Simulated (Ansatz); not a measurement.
# CH5ClSi2: the cost of one run

Program: Ansatz 0.2.0. Level of theory: RKS BHLYP-D4/def2-SVPD. These are calculated values, not measurements.

1 further run of the same task is left out (set aside as unsound or not needed).

## 1. Starting geometry

SMILES `[SiH3][SiH]=CCl`, 9 atoms, charge 0, spin multiplicity 1.

Atoms are counted from 1 here; the program's logs count them from 0.

Bond lengths: Si1–Si2 2.332 Å, Si1–H5 1.503 Å, Si1–H6 1.502 Å, Si1–H7 1.502 Å, Si2–C3 1.746 Å, Si2–H8 1.497 Å, C3–Cl4 1.746 Å, C3–H9 1.101 Å. Angles: Si2–Si1–H5 108.4°, Si2–Si1–H6 110.0°, Si2–Si1–H7 110.0°, H5–Si1–H6 109.5°, H5–Si1–H7 109.5°, H6–Si1–H7 109.3°, Si1–Si2–C3 120.2°, Si1–Si2–H8 123.6°, C3–Si2–H8 116.2°, Si2–C3–Cl4 122.8°, Si2–C3–H9 124.9°, Cl4–C3–H9 112.4°.

Coordinates:

```xyz
9
CH5ClSi2
Si   -0.2292    0.6349   -1.4944
Si    0.8277   -0.3272    0.3478
C    -0.0822   -0.6800    1.7957
Cl   -1.7892   -0.3429    1.9455
H     0.7895    0.8216   -2.5829
H    -0.8093    1.9672   -1.1155
H    -1.3277   -0.2647   -1.9836
H     2.2832   -0.6766    0.3795
H     0.3372   -1.1323    2.7080
```

## 2. Relaxation

File input.yaml:

```yaml
crystal:
  periodic: [false, false, false]
  atoms:
    - { symbol: Si, position_ang: [-0.229221, 0.634869, -1.494373] }
    - { symbol: Si, position_ang: [0.827729, -0.327151, 0.347771] }
    - { symbol: C, position_ang: [-0.082204, -0.680031, 1.795689] }
    - { symbol: Cl, position_ang: [-1.789235, -0.342918, 1.945493] }
    - { symbol: H, position_ang: [0.789527, 0.821639, -2.582918] }
    - { symbol: H, position_ang: [-0.809341, 1.967206, -1.115538] }
    - { symbol: H, position_ang: [-1.327719, -0.264657, -1.983572] }
    - { symbol: H, position_ang: [2.283226, -0.676614, 0.379462] }
    - { symbol: H, position_ang: [0.337228, -1.132345, 2.707976] }
basis:
  gaussian: { orbitals: def2-SVPD }
hamiltonian:
  xc: { name: BHLYP }
  dispersion: d4
output:
  forces: true
relax:
  f_tol: 0.003
  max_steps: 120
```

Started as:

```sh
$ ansatz run input.yaml --threads 1 --pin off --max-ram 2560MiB --backend cpu --events-out ev --progress --plain --runs-dir out
```

Q: Estimate wall time and peak memory on 1 thread of Arm Neoverse N1, shared host.

About 1.8 min, with a peak of 0.33 GiB.
